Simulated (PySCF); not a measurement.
# B2GdH8 (Gd(BH4)2+): the cost of one run

Method: several levels, as the steps say, no spin–orbit coupling; program: PySCF 2.14.0.

1 further run of the same task is left out (for a known fault of the program).

## 1. The system as given

11 atoms, charge 1, spin multiplicity 1.

Bond lengths: Gd1–B2 2.391 Å, Gd1–H4 2.163 Å, Gd1–H5 2.251 Å, Gd1–H6 2.166 Å, Gd1–B7 2.391 Å, Gd1–H9 2.163 Å, Gd1–H10 2.251 Å, Gd1–H11 2.166 Å, B2–H3 1.197 Å, B2–H4 1.271 Å, B2–H5 1.260 Å, B2–H6 1.273 Å, B7–H8 1.197 Å, B7–H9 1.271 Å, B7–H10 1.260 Å, B7–H11 1.273 Å. Angles: B2–Gd1–H4 31.9°, B2–Gd1–H5 31.3°, B2–Gd1–H6 32.0°, B2–Gd1–B7 115.4°, B2–Gd1–H9 91.9°, B2–Gd1–H10 145.3°, B2–Gd1–H11 103.6°, H4–Gd1–H5 54.1°, H4–Gd1–H6 54.7°, H4–Gd1–B7 91.8°, H4–Gd1–H9 80.3°, H4–Gd1–H10 122.8°, H4–Gd1–H11 72.7°, H5–Gd1–H6 53.9°, H5–Gd1–B7 145.3°, H5–Gd1–H9 122.8°, H5–Gd1–H10 176.6°, H5–Gd1–H11 123.7° and more.

Coordinates:

```xyz
11

Gd    0.0000    0.0002   -0.3756
B     2.0210   -0.0040    0.9015
H     2.9819    0.0137    1.6157
H     1.1253   -0.8239    1.2774
H     2.2322   -0.2847   -0.3082
H     1.3918    1.1020    0.8658
B    -2.0210    0.0040    0.9015
H    -2.9821   -0.0140    1.6156
H    -1.1255    0.8241    1.2774
H    -2.2321    0.2845   -0.3082
H    -1.3915   -1.1019    0.8660
```

Formal oxidation states: Gd +3. Each metal's 7 4f electrons lie in its core potential, so multiplicities, spins and levels count the valence alone. An earlier session relaxed this geometry at PBE0, Gd lcecp-1-SVP with ECP53, B def2-SVP, H def2-SVP (singlet, point group C2).

At PBE0 on the finer grid: E = -90.046122 Eh, HOMO -13.97 eV, LUMO -7.68 eV, Mulliken charge on Gd1 +1.10 e, largest force component 0.008 eV/Å. 

Levels to run: TPSS; HF; PBE0, TZVP. Hardware: 2 threads of Arm Neoverse V1, shared host.

## 2. TPSS

run.py (the lines that set the calculation)

```python
mol = gto.M(atom='''
Gd    -0.00002     0.00016    -0.37562
B      2.02099    -0.00404     0.90147
H      2.98194     0.01372     1.61569
H      1.12525    -0.82389     1.27738
H      2.23216    -0.28473    -0.30820
H      1.39178     1.10200     0.86584
B     -2.02098     0.00399     0.90155
H     -2.98205    -0.01398     1.61560
H     -1.12548     0.82412     1.27743
H     -2.23212     0.28453    -0.30819
H     -1.39149    -1.10189     0.86603''',
    basis={'Gd': 'lcecp-1-SVP', 'B': 'def2-SVP', 'H': 'def2-SVP'},
    ecp={'Gd': 'lcecp-1-SVP'},
    charge=1, spin=0)
mf = dft.RKS(mol, xc='TPSS')
mf.grids.atom_grid = (75, 302)  # f atoms: unpruned, at least (60, 302)
mf = mf.density_fit()  # fitting sets: Gd AutoAux, B def2-universal-JKFIT, H def2-universal-JKFIT
mf.conv_tol = 1e-08; mf.max_cycle = 55
mf.kernel(dm0)  # dm0: the density of the relaxed state
```

Command:

```
$ OMP_NUM_THREADS=2 python run.py
```

**Question.** How long does this run take on 2 threads of Arm Neoverse V1, shared host?

About 9.4 s.
